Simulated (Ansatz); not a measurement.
# CH6S2Si: how energies converge with the basis set

How large a basis does CH6S2Si need? Two functionals are run in growing sets.

Method: one geometry, several basis sets; program: Ansatz 0.2.0, Gaussian basis.

Plan: PBE0-D4/def2-SVP; ωB97M-V/def2-SVP; PBE0-D4/def2-QZVPP; ωB97M-V/def2-QZVPP; the functionals' def2-TZVPP values are taken from earlier runs.

### Step 1. The geometry

An earlier PBE0-D4 in a triple-zeta def2 set relaxation fixed the geometry.

SMILES `[SiH3]SCS`, 10 atoms, charge 0, spin multiplicity 1.

Atoms are counted from 1 here; the program's logs count them from 0.

Bond lengths: Si1–S2 2.138 Å, Si1–H5 1.486 Å, Si1–H6 1.485 Å, Si1–H7 1.482 Å, S2–C3 1.816 Å, C3–S4 1.802 Å, C3–H8 1.090 Å, C3–H9 1.091 Å, S4–H10 1.343 Å. Angles: S2–Si1–H5 109.6°, S2–Si1–H6 104.0°, S2–Si1–H7 113.7°, H5–Si1–H6 110.5°, H5–Si1–H7 109.8°, H6–Si1–H7 109.1°, Si1–S2–C3 100.2°, S2–C3–S4 116.6°, S2–C3–H8 106.0°, S2–C3–H9 109.9°, S4–C3–H8 110.8°, S4–C3–H9 105.2°, H8–C3–H9 108.2°, C3–S4–H10 96.4°.

### Step 2. PBE0-D4 in def2-SVP

File in.yaml:

```yaml
crystal:
  periodic: [false, false, false]
  atoms:
    - {symbol: Si, position_ang: [-1.136072, 1.120604, -0.428297]}
    - {symbol: S, position_ang: [-0.051185, 0.510372, 1.310450]}
    - {symbol: C, position_ang: [0.610653, -1.079657, 0.736032]}
    - {symbol: S, position_ang: [1.467285, -1.070401, -0.849152]}
    - {symbol: H, position_ang: [-1.882222, -0.038987, -0.981577]}
    - {symbol: H, position_ang: [-2.077394, 2.150816, 0.078665]}
    - {symbol: H, position_ang: [-0.283875, 1.718574, -1.483484]}
    - {symbol: H, position_ang: [1.268393, -1.435440, 1.528488]}
    - {symbol: H, position_ang: [-0.201474, -1.798494, 0.618457]}
    - {symbol: H, position_ang: [2.368989, -0.128587, -0.526682]}
basis:
  gaussian: {orbitals: def2-SVP}
hamiltonian: {xc: pbe0, dispersion: d4}
output: {orbitals: {seedname: orbitals}}
```

Command:

```bash
ansatz run in.yaml --threads 2 --pin off --events-out ev --progress --plain --max-ram 4352MiB
```

Further steps of the session: ωB97M-V in def2-SVP; PBE0-D4 in def2-QZVPP; ωB97M-V in def2-QZVPP.

**Question.** What will the summary of the whole plan be? Wanted: PBE0-D4: double and triple zeta above quadruple; ωB97M-V: double and triple zeta above quadruple.

The runs gave:

| quantity | value |
| --- | --- |
| PBE0-D4: double and triple zeta above quadruple | 12.58, 0.99 eV |
| ωB97M-V: double and triple zeta above quadruple | 12.59, 0.94 eV |

In words: For PBE0-D4 the step from double to triple zeta gains 11.59 eV and the next only 0.99 eV. These are total energies; as a rule much of such shifts cancels in differences, which this series doesn't test. The LUMO of ωB97M-V is positive and keeps falling with the basis (2.15 to 1.21 eV): an unbound level that the basis holds in place.
